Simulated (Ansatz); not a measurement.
# Ca3Hg: the cost of one run

Computed with the Python package of Ansatz 0.2.0. Level of theory: DFT PBEsol, plane waves, PAW.

### Step 1. Starting point

Ca3Hg Pm-3m: The structure is cubic, space group Pm-3m (No. 221). The conventional cell has a = 5.190 Å, b = 5.190 Å, c = 5.190 Å, α = 90.00°, β = 90.00°, γ = 90.00°. Hg (site symmetry m-3m) has 12 Ca at 3.67 Å as nearest neighbours. Around Ca (site symmetry 4/mmm) lie 4 Hg at 3.67 Å and 8 Ca at 3.67 Å.

Sr3Hg Pm-3m: It takes space group Pm-3m (No. 221, cubic). Conventional cell: a = 5.510 Å, b = 5.510 Å, c = 5.510 Å, α = 90.00°, β = 90.00°, γ = 90.00°. Around Hg (site symmetry m-3m) lie 12 Sr at 3.90 Å. Around Sr (site symmetry 4/mmm) lie 4 Hg at 3.90 Å and 8 Sr at 3.90 Å.

Ba3Hg Pm-3m: The structure is cubic, space group Pm-3m (No. 221). The conventional cell has a = 5.850 Å, b = 5.850 Å, c = 5.850 Å, α = 90.00°, β = 90.00°, γ = 90.00°. Hg (site symmetry m-3m) has 12 Ba at 4.14 Å as nearest neighbours. Around Ba (site symmetry 4/mmm) lie 4 Hg at 4.14 Å and 8 Ba at 4.14 Å.

No structure file is read: the coordinates are typed or built in the script.

### Step 2. The script

The input, ca3hg_series.py:

```python
"""A chemical series on the Cu3Au structure: relaxed cells and their trends."""

import warnings

import ansatz
import numpy as np


def cu3au(first, second, a):
    return (
        ansatz.Lattice.cubic(a)
        .space_group(221)
        .atom(first, [0, 0, 0])
        .atom(second, [0, 0.5, 0.5])
    )


def ground_state(name, crystal, relax=True):
    calc = (
        crystal.calculation()
        .functional(ansatz.Functional.PBESOL)
        .basis(500)
        .kpoints(spacing=0.14)
        .occupations("fermi_dirac", width=0.1)
        .stress()
        .band_table()
    )
    if relax:
        calc = calc.relax(force_tolerance=0.03, cell=True)
    return calc.run()

def bulk_modulus(name, outcome, step=0.01):
    # B = -V dP/dV from the pressures of two uniformly scaled cells, atoms held at their fractions
    pressure = []
    for factor in (1 - step, 1.0, 1 + step):
        cell = ansatz.Crystal(lattice=ansatz.Lattice.of(outcome.lattice.cell_ang * factor ** (1 / 3)))
        for site in outcome.report["lattice"]["sites"]:
            cell = cell.atom(site["symbol"], site["position_frac"])
        pressure.append(np.trace(ground_state(name, cell, relax=False).report["stress_gpa"]) / 3)
    slope, bend = (pressure[0] - pressure[2]) / (2 * step), abs(pressure[0] + pressure[2] - 2 * pressure[1])
    # a jump of mesh or basis between the cells shows as a kink: no modulus then
    return float(slope) if bend < 12 * step**2 * abs(slope) + 0.15 and abs(pressure[1]) < 1.5 else float("nan")

def relaxed_twice(name, crystal):
    # the second pass draws mesh and plane waves anew for the relaxed cell
    first = ground_state(name, crystal)
    again = ansatz.Crystal(lattice=ansatz.Lattice.of(first.lattice.cell_ang))
    for site in first.report["lattice"]["sites"]:
        again = again.atom(site["symbol"], site["position_frac"])
    return ground_state(name, again)


def volume_per_atom(outcome):
    return abs(np.linalg.det(outcome.lattice.cell_ang)) / len(outcome.lattice.sites)


def main() -> None:
    # the lattice constants below are starting guesses
    warnings.simplefilter("ignore", ansatz.DeckWarning)

    phases = {}
    phases["Ca3Hg"] = cu3au("Hg", "Ca", 5.19)
    phases["Sr3Hg"] = cu3au("Hg", "Sr", 5.51)
    phases["Ba3Hg"] = cu3au("Hg", "Ba", 5.85)

    done = {name: relaxed_twice(name, crystal) for name, crystal in phases.items()}

    rows = [(name, float(np.linalg.norm(o.lattice.cell_ang[0])), volume_per_atom(o), bulk_modulus(name, o)) for name, o in done.items()]
    print("| compound | a (A) | V (A^3/atom) | B (GPa) |")
    print("| --- | --- | --- | --- |")
    for row in rows:
        print(f"| {row[0]} | {row[1]:.3f} | {row[2]:.3f} | {row[3]:.0f} |")


if __name__ == "__main__":
    main()
```

### Step 3. What the engine is handed

The engine receives this input (first run):

```yaml
crystal:
  lattice:
    bravais: cubic
    a: 5.19
  space_group: 221
  atoms:
    - { symbol: Hg, position: [0.0, 0.0, 0.0] }
    - { symbol: Ca, position: [0.0, 0.5, 0.5] }
basis:
  ecutwfc: 500.0
kpoints:
  mp_grid:
    kspacing: 0.14
hamiltonian:
  xc: pbesol
scf:
  occupations:
    method: fermi_dirac
    width: 0.1
relax:
  f_tol: 0.03
  cell: {}
output:
  stress: true
  eigenvalues: true
```

### Step 4. The run

Command:

```bash
$ python ca3hg_series.py
```

What time and memory should one allow on 1 thread of Arm Neoverse V2, shared host?

About 5.5 min, with a peak of 0.66 GiB.
